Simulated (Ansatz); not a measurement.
# C2H6GeO2: a ladder of functionals and wavefunction methods

The task here is to estimate one member of a computed series from the others.

Method: functionals in def2-TZVPP, the program's frozen cores in correlated methods; program: Ansatz 0.2.0, Gaussian basis.

Levels to be run: PBE-D4, r2SCAN-D4, PBE0-D4, B3LYP-D4, ωB97X-V, ωB97M-V, B2PLYP; CCSD(T)/def2-TZVPP; MP2/def2-QZVPP; extrapolation to the limit.

### The geometry

All runs share one geometry, relaxed beforehand with PBE0-D4 in a triple-zeta def2 set.

SMILES `[CH3][GeH2][C](=O)O`, 11 atoms, charge 0, spin multiplicity 1.

Atoms are counted from 1 here; the program's logs count them from 0.

Bond lengths: C1–Ge2 1.946 Å, C1–H6 1.090 Å, C1–H7 1.090 Å, C1–H8 1.091 Å, Ge2–C3 2.001 Å, Ge2–H9 1.535 Å, Ge2–H10 1.537 Å, C3–O4 1.199 Å, C3–O5 1.348 Å, O5–H11 0.972 Å. Angles: Ge2–C1–H6 109.8°, Ge2–C1–H7 110.2°, Ge2–C1–H8 110.3°, H6–C1–H7 108.7°, H6–C1–H8 109.0°, H7–C1–H8 108.8°, C1–Ge2–C3 110.8°, C1–Ge2–H9 112.7°, C1–Ge2–H10 111.6°, C3–Ge2–H9 105.8°, C3–Ge2–H10 105.9°, H9–Ge2–H10 109.6°, Ge2–C3–O4 125.0°, Ge2–C3–O5 112.5°, O4–C3–O5 122.4°, C3–O5–H11 106.9°.

Set-up of the first run:

Contents of in.yaml:

```yaml
crystal:
  periodic: [false, false, false]
  atoms:
    - {symbol: C, position_ang: [-1.072684, 0.255001, 1.282535]}
    - {symbol: Ge, position_ang: [0.707152, -0.180023, 0.625470]}
    - {symbol: C, position_ang: [0.717181, -0.299541, -1.371714]}
    - {symbol: O, position_ang: [1.533557, -0.890261, -2.021707]}
    - {symbol: O, position_ang: [-0.300300, 0.381935, -1.934878]}
    - {symbol: H, position_ang: [-1.414783, 1.186968, 0.832486]}
    - {symbol: H, position_ang: [-1.774422, -0.537490, 1.021616]}
    - {symbol: H, position_ang: [-1.058282, 0.368883, 2.367210]}
    - {symbol: H, position_ang: [1.207733, -1.540503, 1.129097]}
    - {symbol: H, position_ang: [1.727038, 0.911882, 0.987811]}
    - {symbol: H, position_ang: [-0.206990, 0.286051, -2.897225]}
basis:
  gaussian: {orbitals: def2-TZVPP}
hamiltonian: {xc: pbe, dispersion: d4}
output: {forces: true, orbitals: {seedname: orbitals}}
```

Launch:

```sh
$ ansatz run in.yaml --threads 4 --pin off --events-out ev --progress --plain --max-ram 10444MiB
```

Among the steps run: PBE-D4 (GGA); r2SCAN-D4 (meta-GGA); PBE0-D4 (hybrid); B3LYP-D4 (hybrid); ωB97X-V (range-separated); ωB97M-V (range-separated); B2PLYP (double hybrid); CCSD(T) in def2-TZVPP; MP2 in def2-QZVPP.

One of the session's tables, all rows but one given; the rest of the session is left out.

```
            method  atomisation energy (kJ/mol)
            PBE-D4                       4210.1
         r2SCAN-D4                       4126.8
           PBE0-D4                       4103.5
          B3LYP-D4                       4092.8
           ωB97X-V                       4121.0
           ωB97M-V                       4107.9
            B2PLYP                       4062.8
     HF/def2-TZVPP                       2874.8
    MP2/def2-TZVPP                       4095.2
   CCSD/def2-TZVPP                       3943.0
CCSD(T)/def2-TZVPP                            ?
           MP2/CBS                       4192.1
       CCSD(T)/CBS                       4113.5
```

Q: Estimate the row for CCSD(T)/def2-TZVPP from the others.

The run gave: atomisation energy (kJ/mol): 4016.7. In the column «atomisation energy (kJ/mol)» it lies between CCSD/def2-TZVPP (3943.0) and B2PLYP (4062.8).

Among the levels timed on like hardware and quicker than the yardstick, those that no quicker one beats, quickest first: PBE-D4 (2.9 s, +96.6 kJ/mol); PBE0-D4 (4 s, -10.0 kJ/mol); ωB97X-V (10 s, +7.5 kJ/mol); ωB97M-V (15 s, -5.6 kJ/mol).

B2PLYP carry no dispersion term (for B3LYP, D4 adds 32.3 kJ/mol).
